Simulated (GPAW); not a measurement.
# CsH in GPAW: the effect of target pressure

The system is CsH.

```
Cs H
1.0
     0.00000    3.18800    3.18800
     3.18800    0.00000    3.18800
     3.18800    3.18800    0.00000
Cs H
1 1
Direct
  0.00000 0.00000 0.00000
  0.50000 0.50000 0.50000
```

Alike in all runs:

```yaml
Program: GPAW 26.7.0
Task: relaxation of cell and atoms
Functional: PBEsol
Potentials_or_basis: PAW data sets generated in the run's folder for this functional
Cutoff: 600 eV
Basis: pw
k_mesh: 7 × 7 × 7
Occupations: fermi-dirac, width 0.05 eV
Spin: no spin polarisation
```

Each run relaxes the cell or the atoms first.

```csv
target pressure,target pressure,relaxed volume (Å³/atom),gap on the mesh (eV)
0 GPa,-,30.58,2.34
2 GPa,2 GPa,26.53,2.12
5 GPa,5 GPa,22.94,1.82
10 GPa,10 GPa,19.85,1.50
20 GPa,20 GPa,16.57,0.76
30 GPa,30 GPa,?,?
```

Problem. What does the run with target pressure 30 GPa give?

Solution. Relaxed volume 14.72 Å³/atom; gap on the mesh 0.18 eV.

Worked out: In Murnaghan's law V^(-B') rises as a straight line in P. The other rows fit best with B' = 3.1, V0 = 30.62 Å³/atom and B0 = 11 GPa, which gives 14.78 Å³/atom at 30 GPa, against the run's 14.72. A parabola through the other rows of the gap on the mesh, of slope -0.0453 eV per GPa there, extrapolates to 0.23 eV, against the run's 0.18.

Caveats: later steps reuse the first step's grids; spin-orbit coupling is left out, which moves the levels of the heavy elements; an odd mesh through Γ misses points on the zone boundary, where band edges often lie; the volume moved by over 15 % at a fixed basis, so the end points are rough (some runs).
